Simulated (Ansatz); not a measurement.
Relaxation of a periodic cell of 63 atoms, Mg$_{32}$O$_{31}$ (host MgO, host structure Fm-3m, one O atom removed), to a largest force component of 0.03 eV/Å in at most 60 steps.

Method: DFT PBEsol, scalar-relativistic, plane waves, PAW (Ansatz 0.2.0). Settings: PAW set soft_1, cutoff 420 eV, k mesh 1x1x1, gaussian smearing 0.05 eV, no spin polarisation.

```xyz
63
Lattice="8.8806 0.0000 0.0000 0.0000 8.8806 0.0000 0.0000 0.0000 8.8806" Properties=species:S:1:pos:R:3
Mg 4.466 0.002 0.009
O 6.652 2.256 2.248
Mg 6.671 2.159 -0.024
O 0.000 4.438 2.223
Mg 6.593 -0.039 2.173
O 0.006 2.239 4.436
Mg 0.026 0.062 0.004
O 2.205 2.228 2.233
Mg 2.181 2.201 0.014
O 4.461 4.415 2.244
Mg 4.429 4.464 0.039
O 6.636 6.631 2.219
Mg 6.658 6.716 0.003
O 0.063 -0.040 2.262
Mg 2.181 0.056 2.175
O 4.418 2.212 4.389
Mg 4.458 2.182 2.240
O 6.592 4.486 4.486
Mg 6.661 4.409 2.190
O 0.013 6.657 4.430
Mg 4.446 0.050 4.420
O 6.641 2.177 6.678
Mg 6.644 2.209 4.487
O 0.024 4.421 6.669
Mg 6.646 0.003 6.697
O 0.012 2.260 -0.010
Mg 0.034 4.452 -0.046
O 2.251 6.624 2.226
Mg 2.230 6.673 -0.046
O 4.426 0.022 2.240
Mg 0.029 2.253 2.240
O 2.258 4.423 4.407
Mg 2.218 4.385 2.171
O 4.468 6.711 4.440
Mg 4.404 6.720 2.249
Mg -0.067 0.008 4.420
O 2.208 2.208 6.652
Mg 2.269 2.224 4.433
O 4.391 4.422 6.642
Mg 4.432 4.438 4.443
O 6.680 6.656 6.668
Mg 6.611 6.658 4.425
O -0.009 0.087 6.598
Mg 2.213 -0.032 6.617
O 4.394 2.243 0.009
Mg 4.433 2.223 6.647
O 6.655 4.420 0.024
Mg 6.680 4.415 6.667
O -0.041 6.685 -0.002
Mg 0.010 6.679 2.228
O 2.198 0.002 4.407
Mg -0.013 4.433 4.440
O 2.226 6.654 6.695
Mg 2.195 6.658 4.466
O 4.426 -0.009 6.645
Mg 0.028 2.275 6.623
O 2.215 4.448 0.035
Mg 2.235 4.453 6.685
O 4.432 6.642 -0.007
Mg 4.444 6.658 6.662
O 6.646 0.018 0.025
Mg 0.033 6.638 6.716
O 2.227 0.019 0.018
```

Q: Where does it end, and by what steps?

A: The run converged. The force dipped under the threshold on the way, but the program's further checks kept it going. Limits of this set-up: coarse k mesh, PAW files made for another functional. After 3 steps the energy has fallen by 0.843 eV; Mg36 moved furthest, 0.17 Å.

```tsv
step	energy less start (eV)	largest force component (eV/Å)	accepted
0	0.0000	1.170	yes
1	-0.5956	0.423	yes
2	-0.8430	0.022	yes
3	-0.8430	0.022	yes
```

```xyz
63
Lattice="8.8806 0.0000 0.0000 0.0000 8.8806 0.0000 0.0000 0.0000 8.8806" Properties=species:S:1:pos:R:3
Mg 4.408 0.004 0.000
O 6.657 2.229 2.215
Mg 6.658 2.251 -0.001
O -0.005 4.443 2.221
Mg 6.656 0.003 2.110
O 0.002 2.230 4.441
Mg 0.025 0.003 0.000
O 2.216 2.223 2.222
Mg 2.217 2.231 0.000
O 4.437 4.443 2.221
Mg 4.429 4.443 0.000
O 6.657 6.658 2.214
Mg 6.657 6.636 -0.001
O 0.003 0.003 2.216
Mg 2.216 0.004 2.193
O 4.430 2.229 4.440
Mg 4.437 2.223 2.221
O 6.655 4.443 4.442
Mg 6.656 4.443 2.191
O 0.002 6.657 4.441
Mg 4.327 0.004 4.440
O 6.656 2.229 6.666
Mg 6.657 2.333 4.440
O -0.004 4.443 6.661
Mg 6.658 0.004 6.771
O -0.004 2.222 0.000
Mg 0.005 4.442 -0.001
O 2.218 6.664 2.221
Mg 2.217 6.656 0.000
O 4.431 0.004 2.215
Mg -0.004 2.224 2.221
O 2.217 4.443 4.440
Mg 2.217 4.443 2.211
O 4.432 6.658 4.440
Mg 4.436 6.665 2.220
Mg 0.107 0.003 4.440
O 2.216 2.223 6.660
Mg 2.217 2.252 4.440
O 4.436 4.444 6.660
Mg 4.409 4.443 4.439
O 6.656 6.659 6.667
Mg 6.655 6.553 4.440
O 0.002 0.003 6.665
Mg 2.217 0.003 6.688
O 4.436 2.222 0.001
Mg 4.437 2.224 6.660
O 6.656 4.444 0.000
Mg 6.657 4.444 6.688
O -0.004 6.664 0.000
Mg -0.004 6.663 2.220
O 2.217 0.003 4.441
Mg 0.025 4.444 4.440
O 2.217 6.664 6.661
Mg 2.217 6.636 4.440
O 4.431 0.004 6.666
Mg -0.002 2.224 6.659
O 2.216 4.443 0.001
Mg 2.218 4.444 6.669
O 4.437 6.665 0.000
Mg 4.437 6.665 6.661
O 6.657 0.004 0.000
Mg -0.003 6.663 6.660
O 2.216 0.003 0.001
```

Whether the end is a true minimum wasn't checked by a vibrational analysis.

Time of the run: 13 s on 4 threads of Intel(R) Xeon(R) Platinum 8259CL CPU @ 2.50GHz (Skylake/Cascade Lake) (shared host), peak memory 0.96 GiB.
